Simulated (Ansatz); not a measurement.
# C₂H₇AlSSi: basis-set convergence

The task here is to estimate one member of a computed series from the others.

Computed with Ansatz 0.2.0, Gaussian basis. Level: one geometry, several basis sets.

Levels to be run: PBE0-D4/def2-SVP; ωB97M-V/def2-SVP; PBE0-D4/def2-QZVPP; ωB97M-V/def2-QZVPP; the functionals' def2-TZVPP values are taken from earlier runs.

### Structure used throughout

An earlier PBE0-D4 in a triple-zeta def2 set relaxation fixed the geometry.

SMILES `C=[C]([AlH2])[SiH2]S`, 12 atoms, charge 0, spin multiplicity 1.

Atoms are counted from 1 here; the program's logs count them from 0.

Bond lengths: C1–C2 1.334 Å, C1–H6 1.091 Å, C1–H7 1.090 Å, C2–Al3 1.997 Å, C2–Si4 1.836 Å, Al3–H8 1.591 Å, Al3–H9 1.592 Å, Si4–S5 2.214 Å, Si4–H10 1.488 Å, Si4–H11 1.484 Å, S5–H12 1.346 Å. Angles: C2–C1–H6 123.7°, C2–C1–H7 122.0°, H6–C1–H7 114.3°, C1–C2–Al3 133.0°, C1–C2–Si4 126.2°, Al3–C2–Si4 100.1°, C2–Al3–H8 118.7°, C2–Al3–H9 116.5°, H8–Al3–H9 121.5°, C2–Si4–S5 97.0°, C2–Si4–H10 120.6°, C2–Si4–H11 115.8°, S5–Si4–H10 108.8°, S5–Si4–H11 101.8°, H10–Si4–H11 109.9°, Si4–S5–H12 94.3°.

Set-up of the first run:

in.yaml

```yaml
crystal:
  periodic: [false, false, false]
  atoms:
    - {symbol: C, position_ang: [1.265906, -0.486165, -1.516479]}
    - {symbol: C, position_ang: [0.358913, -0.367946, -0.545295]}
    - {symbol: Al, position_ang: [0.295622, -1.012966, 1.343506]}
    - {symbol: Si, position_ang: [-1.106645, 0.737853, -0.557941]}
    - {symbol: S, position_ang: [-1.242071, 1.031186, 1.632219]}
    - {symbol: H, position_ang: [1.197959, 0.032690, -2.473414]}
    - {symbol: H, position_ang: [2.148091, -1.116879, -1.409806]}
    - {symbol: H, position_ang: [1.538108, -0.716982, 2.292944]}
    - {symbol: H, position_ang: [-0.729320, -2.188946, 1.659104]}
    - {symbol: H, position_ang: [-1.045918, 2.069943, -1.217792]}
    - {symbol: H, position_ang: [-2.405374, 0.084451, -0.857010]}
    - {symbol: H, position_ang: [-0.198171, 1.878557, 1.684164]}
basis:
  gaussian: {orbitals: def2-SVP}
hamiltonian: {xc: pbe0, dispersion: d4}
output: {orbitals: {seedname: orbitals}}
```

Among the steps run: PBE0-D4 in def2-SVP; ωB97M-V in def2-SVP; PBE0-D4 in def2-QZVPP; ωB97M-V in def2-QZVPP.

One table of the session follows, with a row left open; its other results are not shown here.

It belongs to the step «Functionals by basis». 

| functional | basis | HOMO (eV) |
| --- | --- | --- |
| PBE0-D4 | def2-SVP | -7.25 |
| PBE0-D4 | def2-TZVPP | -7.24 |
| PBE0-D4 | def2-QZVPP | -7.24 |
| ωB97M-V | def2-SVP | -9.36 |
| ωB97M-V | def2-TZVPP | -9.38 |
| ωB97M-V | def2-QZVPP | ? |

**Question.** Estimate the row for ωB97M-V, def2-QZVPP.

**Answer.** HOMO (eV): -9.39. In the column «HOMO (eV)» it is the lowest.
